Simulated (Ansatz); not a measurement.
# C2H7BO: rigid torsion scan

A script is to give a rigid torsion scan; the system is C2H7BO. SMILES: BOCC.

Computed with Ansatz 0.2.0, driven from Python. Level of theory: r2SCAN0/def2-SVP.

## Step 1: The structure

Bond lengths: B1–O2 1.436 Å, O2–C3 1.406 Å, C3–C4 1.555 Å, B1–H5 1.240 Å, B1–H6 1.166 Å, C3–H7 1.159 Å, C3–H8 1.044 Å, C4–H9 1.105 Å, C4–H10 1.037 Å, C4–H11 1.142 Å. Angles (14 of 16 angles, heavy atoms first): B1–O2–C3 107.5°, O2–C3–C4 107.5°, O2–B1–H5 117.5°, O2–B1–H6 125.2°, O2–C3–H7 109.1°, O2–C3–H8 112.6°, C4–C3–H7 104.0°, C4–C3–H8 112.0°, C3–C4–H9 104.0°, C3–C4–H10 112.8°, C3–C4–H11 105.5°, H5–B1–H6 117.0°, H7–C3–H8 111.3°, H9–C4–H10 114.3°.

No structure file is read: the coordinates are typed or built in the script.

## Step 2: Script

The input, torsion_c2h7bo.py:

```python
# -*- coding: utf-8 -*-
'''Energy of C2H7BO as one group turns about a bond.'''

import ansatz
from ase import Atoms

atoms = Atoms(['B', 'O', 'C', 'C', 'H', 'H', 'H', 'H', 'H', 'H', 'H'], positions=[
    [-0.42, 1.8119, 0.7962],
    [0.1128, 0.9758, -0.2431],
    [-0.1189, -0.3605, 0.1289],
    [0.5896, -1.267, -0.9166],
    [-1.5894, 2.2046, 0.6717],
    [0.192, 2.2454, 1.689],
    [0.4442, -0.5814, 1.118],
    [-1.1355, -0.5824, 0.2142],
    [0.0305, -1.0826, -1.8521],
    [1.6073, -1.0826, -0.9848],
    [0.3527, -2.3382, -0.6009],
])

# start the scan from a relaxed geometry
first = (
    ansatz.Crystal.molecule_from_ase(atoms).calculation()
    .basis(gaussian='def2-SVP')
    .functional('R2SCAN0')
    .relax(force_tolerance=0.02, max_steps=80)
)
atoms.positions = first.run().report['positions_ang']

start = atoms.get_dihedral(2, 1, 0, 4)
energies = {}
for turn in range(0, 360, 30):
    turned = atoms.copy()
    turned.set_dihedral(2, 1, 0, 4, start + turn, indices=[0, 4, 5])
    calculation = (
        ansatz.Crystal.molecule_from_ase(turned).calculation()
        .basis(gaussian='def2-SVP')
        .functional('R2SCAN0')
    )
    energies[round((start + turn) % 360)] = calculation.run().report['free_energy_ev']
floor = min(energies.values())
print('dihedral C2-O1-B0-H4 (deg)   E - E(min) (eV)')
for angle, e in sorted(energies.items()):
    print(f'{angle:8d} {(e - floor):14.3f}  ' + '#' * int(30 * (e - floor) / max(max(energies.values()) - floor, 1e-9)))
```

## Step 3: The input behind the calls

The engine receives this input (first run):

```yaml
crystal:
  periodic: [false, false, false]
  atoms:
    - { symbol: B, position_ang: [-0.42, 1.8119, 0.7962] }
    - { symbol: O, position_ang: [0.1128, 0.9758, -0.2431] }
    - { symbol: C, position_ang: [-0.1189, -0.3605, 0.1289] }
    - { symbol: C, position_ang: [0.5896, -1.267, -0.9166] }
    - { symbol: H, position_ang: [-1.5894, 2.2046, 0.6717] }
    - { symbol: H, position_ang: [0.192, 2.2454, 1.689] }
    - { symbol: H, position_ang: [0.4442, -0.5814, 1.118] }
    - { symbol: H, position_ang: [-1.1355, -0.5824, 0.2142] }
    - { symbol: H, position_ang: [0.0305, -1.0826, -1.8521] }
    - { symbol: H, position_ang: [1.6073, -1.0826, -0.9848] }
    - { symbol: H, position_ang: [0.3527, -2.3382, -0.6009] }
basis:
  gaussian:
    orbitals: def2-SVP
hamiltonian:
  xc: r2scan0
relax:
  f_tol: 0.02
  max_steps: 80
```

## Step 4: The run

Launch:

```
$ python torsion_c2h7bo.py
```

Output:

```text
dihedral C2-O1-B0-H4 (deg)   E - E(min) (eV)
       1          0.000
      31          0.166  ######
      61          0.543  #####################
      91          0.762  ##############################
     121          0.549  #####################
     151          0.177  ######
     181          0.012
     211          0.176  ######
     241          0.547  #####################
     271          0.761  #############################
     301          0.545  #####################
     331          0.168  ######
```

It took 1.8 min on 1 thread of Arm Neoverse V2, shared host; peak memory 0.26 GiB.

Lines on the test bed's own set-up are left out of the output.

A comment line of the script is reworded here; the code is as run.

## Step 5: How the relaxation of run 0 went

The steps of the relaxation:

| step | E - E(step 1) (eV) | largest force component (eV/Å) |
| --- | --- | --- |
| 1 | 0.0000 | 4.8510 |
| 2 | -0.3818 | 1.8404 |
| 3 | -0.5376 | 0.6045 |
| 4 | -0.5698 | 0.5741 |
| 5 | -0.6243 | 0.3718 |
| 6 | -0.6678 | 0.5160 |
| 7 | -0.7712 | 0.8865 |
| 8 | -0.9431 | 1.6412 |
| 9 | -1.0962 | 0.9591 |
| 10 | -1.2349 | 0.6808 |
| 11 | -1.2681 | 0.6420 |
| 12 | -1.2854 | 0.2651 |
| 13 | -1.2901 | 0.0861 |
| 14 | -1.2908 | 0.0268 |
| 15 | -1.2908 | 0.0380 |
| 16 | -1.2910 | 0.0042 |

Step 1 is the start.

Before: Bond lengths: B1–O2 1.436 Å, O2–C3 1.406 Å, C3–C4 1.555 Å, B1–H5 1.240 Å, B1–H6 1.166 Å, C3–H7 1.159 Å, C3–H8 1.044 Å, C4–H9 1.105 Å, C4–H10 1.037 Å, C4–H11 1.142 Å. Angles (14 of 16 angles, heavy atoms first): B1–O2–C3 107.5°, O2–C3–C4 107.5°, O2–B1–H5 117.5°, O2–B1–H6 125.2°, O2–C3–H7 109.1°, O2–C3–H8 112.6°, C4–C3–H7 104.0°, C4–C3–H8 112.0°, C3–C4–H9 104.0°, C3–C4–H10 112.8°, C3–C4–H11 105.5°, H5–B1–H6 117.0°, H7–C3–H8 111.3°, H9–C4–H10 114.3°.

After: Bond lengths: B1–O2 1.335 Å, O2–C3 1.413 Å, C3–C4 1.507 Å, B1–H5 1.211 Å, B1–H6 1.203 Å, C3–H7 1.097 Å, C3–H8 1.100 Å, C4–H9 1.096 Å, C4–H10 1.095 Å, C4–H11 1.096 Å. Angles (14 of 16 angles, heavy atoms first): B1–O2–C3 123.3°, O2–C3–C4 110.3°, O2–B1–H5 120.1°, O2–B1–H6 117.2°, O2–C3–H7 107.3°, O2–C3–H8 109.7°, C4–C3–H7 110.5°, C4–C3–H8 111.1°, C3–C4–H9 110.8°, C3–C4–H10 110.5°, C3–C4–H11 110.4°, H5–B1–H6 122.6°, H7–C3–H8 107.9°, H9–C4–H10 108.2°.

Run 0 is this relaxation; the runs after it count from 1.

## Step 6: Run by run

One row for each of the 12 runs:

```csv
run,turn (°),energy from run 1 (eV),SCF cycles,CPU time (s)
1,0,0.0000,14,3.1
2,30,0.1663,14,3.1
3,60,0.5429,14,3.1
4,90,0.7619,14,3.1
5,120,0.5494,15,3.2
6,150,0.1774,14,3.2
7,180,0.0122,14,3.1
8,210,0.1757,14,3.1
9,240,0.5468,14,3.1
10,270,0.7613,14,3.2
11,300,0.5450,15,3.2
12,330,0.1680,14,3.1
```

## Step 7: What came out

| quantity | value |
| --- | --- |
| runs compared | 12 |
| range of energy | 0.762 eV |
| lowest point, turn (°) | 0 |

In words: The lowest point is at 1° and the highest at 91°, 0.762 eV (73.5 kJ/mol) above it, with the rest of the molecule held. Run 0: The relaxation took 15 moves; the largest shift is 1.027 Å, of atom 6 (H). So large a move can change the bonding: the results belong to the relaxed structure. The scan is rigid and the energies are electronic, in a modest basis. With rigid groups the curve can differ much from the relaxed path, the start wasn't checked as a minimum of this torsion, and equivalent turns needn't return to the same energy.
